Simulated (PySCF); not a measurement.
# C2H7NOSi: the cost of one run

The runs use PySCF 2.14.0, with density-fitted response routines of our own; the level of theory stands in each step. All values are computed, except where a source is named. Atoms count from 0, in the outputs and in this text.

## 1. Starting geometry

12 atoms, charge 0, multiplicity 1; geometry from: PBE0-D3(BJ)/def2-SVP.

Bonds of the start (Å): N0–C1 1.36, C1–O2 1.21, C1–C3 1.51, C3–Si4 1.89, N0–H5 1.01, N0–H6 1.01, C3–H7 1.10, C3–H8 1.10, Si4–H9 1.49, Si4–H10 1.50, Si4–H11 1.49.

## 2. X-ray photoelectron lines: SCAN, X2C

What the job is given:

```
{"job": {"kind": "xps"}, "charge": 0, "multiplicity": 1}
N     -1.821818     0.239268     0.505893
C     -0.993944    -0.732804     0.029823
O     -1.365413    -1.574373    -0.759409
C      0.431492    -0.657983     0.533785
Si     1.470157     0.623687    -0.397290
H     -1.509513     0.963035     1.135580
H     -2.772664     0.263071     0.162917
H      0.884708    -1.647648     0.379983
H      0.470426    -0.422918     1.610177
H      1.378781     0.392545    -1.867839
H      0.974083     2.001257    -0.088432
H      2.895924     0.525502     0.037980
```

Method: delta-SCF UKS SCAN, pcX-2 on the ionised atom, pcseg-1 elsewhere, spin-free X2C.

Command:

```bash
OMP_NUM_THREADS=1 python probes_run.py task.json out
```

One launch serves the whole session: the jobs run in the order shown.

**Question.** How long does this first job take on 1 thread of Arm Neoverse V1, shared host, and how much memory does it need?

About 39 s, with a peak of 0.55 GiB.
